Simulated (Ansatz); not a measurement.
# Cu: the cost of one run

Method: DFT PBEsol+D3(BJ), scalar-relativistic, plane waves, PAW, in Ansatz 0.2.0.

1 further run of the same task is left out (it didn't finish). Runs told in other sessions of the task aren't counted.

### 1 Starting point

The structure is monoclinic, space group P2/m (No. 10). Conventional cell: a = 11.568 Å, b = 2.255 Å, c = 22.223 Å, α = 90.00°, β = 101.93°, γ = 90.00°. Around Cu (site symmetry 2/m) lie 2 Cu at 2.25 Å.

Structure file:

```xyz
1
Lattice="11.5683 0.0000 0.0000 0.0000 2.2546 0.0000 -4.5949 0.0000 21.7432" Properties=species:S:1:pos:R:3 pbc="T T T"
Cu    3.4867    1.1273   10.8716
```

It goes back to an entry of the Materials Project, which need not be the stable form.

This cell was relaxed beforehand with the same method: volume 567.11 Å³/atom, gap on the mesh none (metal).

### 2 Zero of the scan

File input.yaml:

```yaml
crystal:
  lattice:
    - [11.5683224068, 0.0, 1.4014e-06]
    - [0.0, 2.2546350667, 0.0]
    - [-4.5948541118, 0.0, 21.7431577353]
  atoms:
    - { symbol: Cu, position: [0.5, 0.5, 0.5] }
basis:
  ecutwfc: 420
kpoints:
  mp_grid: { grid: [6, 26, 4] }
hamiltonian:
  xc: pbesol
  dispersion: d3bj
scf:
  occupations: { method: gaussian, width: 0.15 }
output:
  forces: true
  stress: true
  eigenvalues: true
  write_density: true
  write_potential: true
  elf: true
  volumetric_format: npy
```

The run is started by

```console
ansatz run input.yaml --threads 1 --pin off --max-ram 2560MiB --backend cpu --events-out ev --progress --plain --runs-dir out
```

Q: Estimate wall time and peak memory on 1 thread of Intel Xeon 6975P-C (Granite Rapids), shared host.

About 60 s, with a peak of 1.6 GiB.
